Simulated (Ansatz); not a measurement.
# ClH₃OSn: small, medium and large basis sets

Aim: see how fast density functionals converge with the basis set for ClH₃OSn.

Method: one geometry, several basis sets; program: Ansatz 0.2.0, Gaussian basis.

Levels to be run: PBE0-D4/def2-SVP; ωB97M-V/def2-SVP; PBE0-D4/def2-QZVPP; ωB97M-V/def2-QZVPP; the functionals' def2-TZVPP values are taken from earlier runs.

## Step 1: Structure used throughout

An earlier PBE0-D4 in a triple-zeta def2 set relaxation fixed the geometry. Sn takes the def2 core potential; no spin-orbit term is included.

SMILES `[OH][SnH2][Cl]`, 6 atoms, charge 0, spin multiplicity 1.

Atoms are counted from 1 here; the program's logs count them from 0.

Bond lengths: O1–Sn2 1.952 Å, O1–H4 0.960 Å, Sn2–Cl3 2.330 Å, Sn2–H5 1.702 Å, Sn2–H6 1.693 Å. Angles: Sn2–O1–H4 113.6°, O1–Sn2–Cl3 106.7°, O1–Sn2–H5 110.8°, O1–Sn2–H6 105.2°, Cl3–Sn2–H5 106.1°, Cl3–Sn2–H6 109.1°, H5–Sn2–H6 118.5°.

## Step 2: PBE0-D4 in def2-SVP

in.yaml

```yaml
crystal:
  periodic: [false, false, false]
  atoms:
    - {symbol: O, position_ang: [-1.416317, -0.543195, -0.284978]}
    - {symbol: Sn, position_ang: [0.233179, 0.397551, 0.167348]}
    - {symbol: Cl, position_ang: [1.828001, -1.233585, 0.640790]}
    - {symbol: H, position_ang: [-1.308162, -1.198207, -0.978759]}
    - {symbol: H, position_ang: [0.825291, 1.259568, -1.174856]}
    - {symbol: H, position_ang: [-0.119993, 1.253866, 1.584353]}
basis:
  gaussian: {orbitals: def2-SVP}
hamiltonian: {xc: pbe0, dispersion: d4}
output: {orbitals: {seedname: orbitals}}
```

After this run come: ωB97M-V in def2-SVP; PBE0-D4 in def2-QZVPP; ωB97M-V in def2-QZVPP.

Before running them: what should the planned runs give, taken together? Wanted: PBE0-D4: double and triple zeta above quadruple; ωB97M-V: double and triple zeta above quadruple.

The runs gave:

| quantity | value |
| --- | --- |
| PBE0-D4: double and triple zeta above quadruple | 8.00, 0.57 eV |
| ωB97M-V: double and triple zeta above quadruple | 8.05, 0.55 eV |

What this shows: For PBE0-D4 the step from double to triple zeta gains 7.43 eV and the next only 0.57 eV. These are total energies; as a rule much of such shifts cancels in differences, which this series doesn't test. The LUMO of ωB97M-V is positive and keeps falling with the basis (1.53 to 0.64 eV): an unbound level that the basis holds in place.
